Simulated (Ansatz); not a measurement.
**RPA@PBE/cc-pVDZ run of OH (SMILES [OH])**

What is the electronic atomisation energy of OH at RPA@PBE/cc-pVDZ? 

The calculation is run with Ansatz 0.2.0.

62 further runs of the same task are left out: 62 set aside as unsound or not needed.

### 1 The system as given

The species is OH (2 atoms), meant as a doublet with charge 0. SMILES: `[OH]`. The shape is that of a GFN2-xTB optimisation.

Bond lengths: O1–H2 0.963 Å.

### 2 A single-point energy at RPA@PBE/cc-pVDZ

Input file molecule.yaml:

```yaml
crystal:
  periodic: [false, false, false]
  atoms:
    - {symbol: O, position_ang: [0.411770, -0.131830, 0.212430]}
    - {symbol: H, position_ang: [-0.411770, 0.131830, -0.212430]}
basis:
  gaussian: {orbitals: cc-pVDZ}
magnetization: {spin_polarized: true, initial_magnetization: 1}
hamiltonian: {xc: {name: PBE}}
correlation: {method: rpa, frozen_orbitals: {H: 0, O: 1}}
accuracy: high
```

The run is started by

```bash
ansatz run molecule.yaml --threads 1 --pin off --max-ram 2610MiB --events-out events.jsonl --progress --plain --runs-dir runs
```

Output:

```text
Warning: RAYON_NUM_THREADS=1 ignored (pool sized by the plan → 1); use --threads N
Functional definition: PBE
  name "PBE"
  parameter kappa = 0.804
  parameter beta = 0.06672455060314922
  exchange = pbe_x(kappa = kappa, mu = beta*pi^2/3)
  correlation = pbe_c(beta = beta)
305 factors; integrals over basis functions are off by at most 1.6e-9 eV
mean field evaluation 1: about -2057.0723 eV, gradient 1.9e1 eV
mean field evaluation 2: about -2057.0700 eV, gradient 1.9e1 eV
mean field evaluation 4: about -2058.3938 eV, gradient 5.2e-1 eV
mean field evaluation 8: about -2058.3947 eV, gradient 2.6e-3 eV
mean field evaluation 16: about -2058.3947 eV, gradient 1.2e-8 eV
mean field evaluation 32: about -2058.3920 eV, gradient 3.4e-1 eV
mean field -2058.39466168 eV, -75.6446085868 hartree, gradient 1.2e-8 eV, S^2 0.751461; 4 other end points of the search recorded, 0 dependent functions left out
1 core orbitals not correlated: weight in the atoms' cores, before any rotation towards them, 1.000 or more for the frozen orbitals, at most 0.000 for the correlated occupied ones
reference -2051.47031824 eV, -75.3901436588 hartree; 4, 3 occupied and 14, 15 virtual orbitals, 305 factors
Total energy: -2058.29054337 eV, -75.6407823095 hartree
```

Wall time 0.74 s (1 thread of Arm Neoverse V2, shared host).

### 3 The H atom at the same level

Input file run.yaml:

```yaml
crystal:
  periodic: [false, false, false]
  atoms:
    - symbol: H
      position_ang: [0.000000, 0.000000, 0.000000]
basis:
  gaussian: {orbitals: cc-pVDZ}
magnetization: {spin_polarized: true, initial_magnetization: 1}
hamiltonian: {xc: pbe}
correlation: {method: rpa, frozen_orbitals: {H: 0}}
accuracy: high
```

The run is started by

```bash
ansatz run run.yaml --threads 1 --pin off --max-ram 2610MiB --events-out events.jsonl --progress --plain --runs-dir runs
```

Output, cut to the lines that bear on the results:

```text
Warning: RAYON_NUM_THREADS=1 ignored (pool sized by the plan → 1); use --threads N
[... 6 set-up lines as earlier in the session ...]
15 factors; integrals over basis functions are off by at most 4.6e-8 eV
mean field evaluation 1: about -13.5665 eV, gradient 4.0e-1 eV
mean field evaluation 2: about -13.5663 eV, gradient 4.0e-1 eV
mean field evaluation 4: about -13.5684 eV, gradient 5.5e-6 eV
mean field evaluation 8: about -13.5684 eV, gradient 1.6e-10 eV
mean field -13.56836056 eV, -0.4986280535 hartree, gradient 1.2e-10 eV, S^2 0.750000; 0 other end points of the search recorded, 0 dependent functions left out
reference -13.58562637 eV, -0.4992625605 hartree; 1, 0 occupied and 4, 5 virtual orbitals, 15 factors
Total energy: -13.95294223 eV, -0.5127611692 hartree
```

It took 0.1 s on 1 thread of Arm Neoverse V2, shared host.

### 4 The O atom, same level

Input file run.yaml:

```yaml
basis:
  gaussian:
    orbitals: cc-pVDZ
crystal:
  periodic: [false, false, false]
  atoms:
    - {symbol: O, position_ang: [0.000000, 0.000000, 0.000000]}
magnetization:
  spin_polarized: true
  initial_magnetization: 2
hamiltonian:
  xc: {name: PBE}
correlation:
  method: rpa
  frozen_orbitals: {O: 1}
accuracy: high
```

Run the same way, it converges to -74.98270 Eh (log not shown).

### 5 Results

Level: RPA@PBE/cc-pVDZ, 1 core orbital frozen.

| quantity | value |
| --- | --- |
| molecule: total energy | -75.64078 Eh |
| molecule: RPA correlation energy (valence) | -250.6 mEh |
| molecule: ⟨S²⟩ of the reference determinant | 0.751 |
| H atom: total energy | -0.51276 Eh |
| H atom: RPA correlation energy | -13.5 mEh |
| H atom: ⟨S²⟩ of the reference determinant | 0.750 |
| O atom: total energy | -74.98270 Eh |
| O atom: RPA correlation energy (valence) | -192.3 mEh |
| O atom: ⟨S²⟩ of the reference determinant | 2.002 |
| electronic atomisation energy | 3.954 eV |

What this shows: Taking the molecule apart into free atoms costs 3.95 eV (91 kcal/mol), before zero-point energy and without spin-orbit coupling.
